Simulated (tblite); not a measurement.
# C8H11NSi: the cost of one run

The runs use tblite 0.8.0 and PySCF 2.14.0, with density-fitted response routines of our own; the level of theory stands in each step. All values are computed, except where a source is named. Atoms count from 0, in the outputs and in this text.

## 1. The molecule as given

21 atoms, charge 0, multiplicity 1; geometry from: force field or distance geometry start.

Bonds of the start (Å): C0–C1 1.38, C1–C2 1.41, C2–C3 1.59, C3–C4 1.57, C4–Si5 1.88, Si5–C6 1.88, C2–C7 1.40, C7–C8 1.39, C8–N9 1.35, N9–C0 1.35, C6–C3 1.58, C0–H10 1.09, C1–H11 1.09, C3–H12 1.10, C4–H13 1.10, C4–H14 1.10, Si5–H15 1.50, Si5–H16 1.48, C6–H17 1.10, C6–H18 1.09, C7–H19 1.09, C8–H20 1.08.

## 2. Relaxing the molecule with GFN2-xTB

What the job is given:

```
{"job": {"kind": "relax", "xc": "GFN2-xTB", "basis": "xTB"}, "charge": 0, "multiplicity": 1}
C     -2.692000     0.198300     1.305600
C     -1.358800     0.397300     1.016700
C     -0.725800    -0.335500    -0.002500
C      0.810500    -0.149900    -0.386500
C      1.299500     1.303100    -0.710200
Si     3.017100     0.807800    -0.116300
C      1.853200    -0.367800     0.785800
C     -1.557500    -1.224500    -0.695800
C     -2.897200    -1.361300    -0.352200
N     -3.494400    -0.661800     0.641800
H     -3.192100     0.754200     2.100600
H     -0.789500     1.104500     1.615000
H      1.036000    -0.837000    -1.209200
H      1.239000     1.577300    -1.776400
H      0.853600     2.108000    -0.108400
H      3.695000     1.809600     0.763000
H      3.851500     0.149600    -1.149800
H      1.543000     0.006700     1.766900
H      2.213700    -1.392900     0.907300
H     -1.158800    -1.826700    -1.506400
H     -3.555000    -2.042200    -0.879100
```

Command:

```console
OMP_NUM_THREADS=1 python probes_run.py task.json out
```

One launch serves the whole session: the jobs run in the order shown.

Q: Estimate the wall time and peak memory of this first job on 1 thread of Arm Neoverse N1, shared host.

About 1.4 s, with a peak of 0.18 GiB.
